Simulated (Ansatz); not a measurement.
# P: the cost of one run

Method: DFT PBEsol, scalar-relativistic, plane waves, PAW, in Ansatz 0.2.0.

## Step 1: The system as given

Symmetry: P6/mmm, No. 191, hexagonal system. Conventional cell: a = 3.257 Å, b = 3.257 Å, c = 3.044 Å, α = 90.00°, β = 90.00°, γ = 120.00°. Around P (site symmetry 6/mmm) lie 8 P at 3.04 to 3.26 Å.

Structure file:

```cif
data_structure
_symmetry_space_group_name_H-M 'P 1'
_symmetry_Int_Tables_number 1
_cell_length_a 3.2573
_cell_length_b 3.2573
_cell_length_c 3.0435
_cell_angle_alpha 90.000
_cell_angle_beta 90.000
_cell_angle_gamma 120.000
_cell_volume 27.97
loop_
_atom_site_label
_atom_site_type_symbol
_atom_site_fract_x
_atom_site_fract_y
_atom_site_fract_z
_atom_site_occupancy
P1 P 0.00000 0.00000 0.00000 1
```

This is candidate A: simple hexagonal type (P6/mmm, No. 191).

(A quick probe on a coarse mesh, which set the mesh and smearing, is not shown.)

## Step 3: A loose first relaxation (candidate A)

input.yaml

```yaml
crystal:
  lattice:
    - [3.2572956256, 0.0, 0.0]
    - [-1.6286478128, 2.8209007594, 0.0]
    - [0.0, 0.0, 3.0435356002]
  atoms:
    - { symbol: P, position: [0.0, 0.0, 0.0] }
basis:
  ecutwfc: 420
kpoints:
  mp_grid: { grid: [6, 6, 6] }
hamiltonian:
  xc: pbesol
scf:
  occupations: { method: gaussian, width: 0.1 }
  lower_state_search: "off"
output:
  forces: true
  stress: true
  eigenvalues: true
relax:
  adjacent_minimum: "off"
  f_tol: 0.04
  max_steps: 70
  cell: { stress_tol: 0.4 }
```

Q: Estimate wall time and peak memory on 1 thread of an Arm CPU, shared host.

About 6.5 s, with a peak of 0.26 GiB.
